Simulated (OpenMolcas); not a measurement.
**Mo²⁺ among point charges: CASSCF levels and susceptibility**

How does a field of 6 point charges split the states of Mo²⁺, and what χT follows?

Program: OpenMolcas 26.06. Level of theory: state-averaged CASSCF, spin-orbit coupling by RASSI with atomic mean-field integrals. These are calculated values, not measurements, unless marked.

1 further run of the same task is left out (it didn't finish).

## (1) The atom as given

```
Species                           : Mo²⁺ (molybdenum, Z = 42, 40 electrons)
Basis                             : ANO-RCC-VTZP [7s6p4d2f1g], 68 functions
Scalar Hamiltonian                : DKH2, point nucleus
Inactive shells                   : 1s 2s 2p 3s 3p 3d 4s 4p
Active space                      : 4 electrons in 5 orbitals (4d)
Some configurations of this space : 4d⁴
Orbitals                          : optimised for each spin and parity, averaged over all roots
```

Outer shells as boxes (Hund's rule):

4d4
```
4d [↑ ][↑ ][↑ ][↑ ][  ]
```

The ion sits among 6 point charges of -1 e arranged as a tetragonal octahedron (D4h), 2 Å from the ion, with the axial distance 1.860 Å. The active orbitals were held to one l.

Each step is its own input file, run in one work folder so that later steps find the files of earlier ones. Labels, J, g values, rates, χT and fits are worked out afterwards by a script from the matrices that RASSI stores. The input lists half of the charges; inversion (Group=XYZ) makes the rest.

## (2) One- and two-electron integrals

The input, a.inp:

```
&GATEWAY
Coord
1

Mo 0.0 0.0 0.0
Basis=ANO-RCC-VTZP
Group=XYZ
NoMove
AngMom=0.0 0.0 0.0
AMFI
XField
3 Angstrom 0
2.000000 0.000000 0.000000 -1.000000
0.000000 2.000000 0.000000 -1.000000
0.000000 0.000000 1.860000 -1.000000
&SEWARD
```

Started as:

```
OMP_NUM_THREADS=1 MOLCAS_MEM=1689 MOLCAS_PROJECT=a pymolcas a.inp > a.log
```

## (3) Reference wave functions, quintets of even parity, 5 roots

The input, a.inp:

```
&RASSCF
FileOrb=start.orb
Symmetry=1
Spin=5
nActEl=4 0 0
Inactive=9 9
Ras2=5 0
CIRoot=5 5 1
SDav=5
CIMx=300
Iter=120 100
PrWF=0.3
OrbListing=Nothing
MaxOrb=0
SupSym
1
20 4 5 6 7 8 10 11 12 13 14 18 19 20 21 22 23 24 25 26 27
0
>>> COPY $Project.JobIph JOB001
```

start.orb holds the contracted functions of the basis, ordered by shell, or the orbitals of the step before.

## (4) CASSCF: triplets of even parity, 45 roots

The input, a.inp:

```
&RASSCF
FileOrb=start.orb
Symmetry=1
Spin=3
nActEl=4 0 0
Inactive=9 9
Ras2=5 0
CIRoot=45 45 1
SDav=45
CIMx=300
Iter=120 100
PrWF=0.3
OrbListing=Nothing
MaxOrb=0
SupSym
1
20 4 5 6 7 8 10 11 12 13 14 18 19 20 21 22 23 24 25 26 27
0
>>> COPY $Project.JobIph JOB002
```

## (5) Reference wave functions, singlets of even parity, 50 roots

The input, a.inp:

```
&RASSCF
FileOrb=start.orb
Symmetry=1
Spin=1
nActEl=4 0 0
Inactive=9 9
Ras2=5 0
CIRoot=50 50 1
SDav=50
CIMx=300
Iter=120 100
PrWF=0.3
OrbListing=Nothing
MaxOrb=0
SupSym
1
20 4 5 6 7 8 10 11 12 13 14 18 19 20 21 22 23 24 25 26 27
0
>>> COPY $Project.JobIph JOB003
```

## (6) RASSI: spin-orbit coupling between the states

The input, a.inp:

```
&RASSI
NrOfJobIphs=3 5 45 50
1 2 3 4 5
1 2 3 4 5 6 7 8 9 10 11 12 13 14 15 16 17 18 19 20 21 22 23 24 25 26 27
28 29 30 31 32 33 34 35 36 37 38 39 40 41 42 43 44 45
1 2 3 4 5 6 7 8 9 10 11 12 13 14 15 16 17 18 19 20 21 22 23 24 25 26 27
28 29 30 31 32 33 34 35 36 37 38 39 40 41 42 43 44 45 46 47 48 49 50
IphNames
JOB001
JOB002
JOB003
EJob
SpinOrbit
DIPRint=1.0
SOCoupling=1000.0
Subsets=2
Property=9
'ANGMOM' 1 'ANGMOM' 2 'ANGMOM' 3 'MLTPL  1' 1 'MLTPL  1' 2 'MLTPL  1' 3
'AMFI' 1 'AMFI' 2 'AMFI' 3
SOProperty=3
'ANGMOM' 1 'ANGMOM' 2 'ANGMOM' 3
```

Before running it: what results should come out? Wanted: spin-free ground state; first state of the same spin within the active space; lowest level; next level.

**Answer**, as computed:

```
                                            quantity                            value
                                              method                           CASSCF
                              spin-free ground state  5A1, 1-fold in its orbital part
first state of the same spin within the active space                 5B1 at 3940 cm⁻¹
                                        lowest level                        1-fold A1
                                          next level                        28.7 cm⁻¹
                                         χT at 300 K                   2.81 cm³ K/mol
                           effective moment at 300 K                          4.74 μB
```

In words: The spin-free ground state (5A1) comes to 100 % from free-ion D terms and keeps the highest spin of the shell. χT at 300 K is 2.81, against 3.01 cm³ K/mol for the spin alone; near agreement at one temperature doesn't show that the orbital moment is quenched. An active space of the d shell alone favours high spin; real ions in strong fields can be low spin. The field of point charges can differ much from that of real complexes. With metal d orbitals alone active, the gaps between spin states are rough; where two lie within a few thousand cm-1, their order is open. Point charges carry no covalency, so the field is a model and not that of real ligands.
